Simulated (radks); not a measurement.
**Ho in [Kr] 4d10 4f12 5s2 5p5 6s2: an all-electron calculation**

What are the levels of neutral holmium, how large are its shells, and how does its energy divide?

The numbers are computed with radks (a radial shooting solver on a logarithmic mesh, Libxc functionals) version 1 (Dirac Kohn-Sham, PBE, spin-unpolarised, spherical densities, finite nucleus; open shells fill j = l - 1/2 first), except any that are marked as measured or tabulated.

### Step 1. The atom as given

- element: holmium (Z = 67)
- charge: 0
- electrons: 67
- configuration: [Kr] 4d10 4f12 5s2 5p5 6s2
- nuclear rms radius: 5.2022 fm

### Step 2. The calculation

The run's settings:

```text
Z 67
configuration [Kr] 4d10 4f12 5s2 5p5 6s2
relativity Dirac
functional pbe,pbe
spin unpolarised
j_filling energy
nucleus finite rms 5.2022 fm
c 137.035999084
```

What does the calculation give?

The runs gave:

```
                        quantity                   value
                    total energy     -12626.4770 hartree
exchange-correlation share of it                  2.15 %
                            −T/E                  1.1001
          highest occupied level        4f7/2, -0.817 eV
    most extended occupied level  6s1/2, <r> = 4.04 bohr
 radius at density 0.001 e/bohr³               5.16 bohr
    maxima of the radial density                       4
```

What this shows: The radial density shows 4 maxima for 6 occupied principal shells; where shells overlap, one shows as a shoulder or not at all. −T/E is 1.100: with relativity the kinetic term as defined here no longer equals −E. This is not the tabulated ground configuration, so its levels and sizes aren't those of the ground state, and no measured value stands beside it.
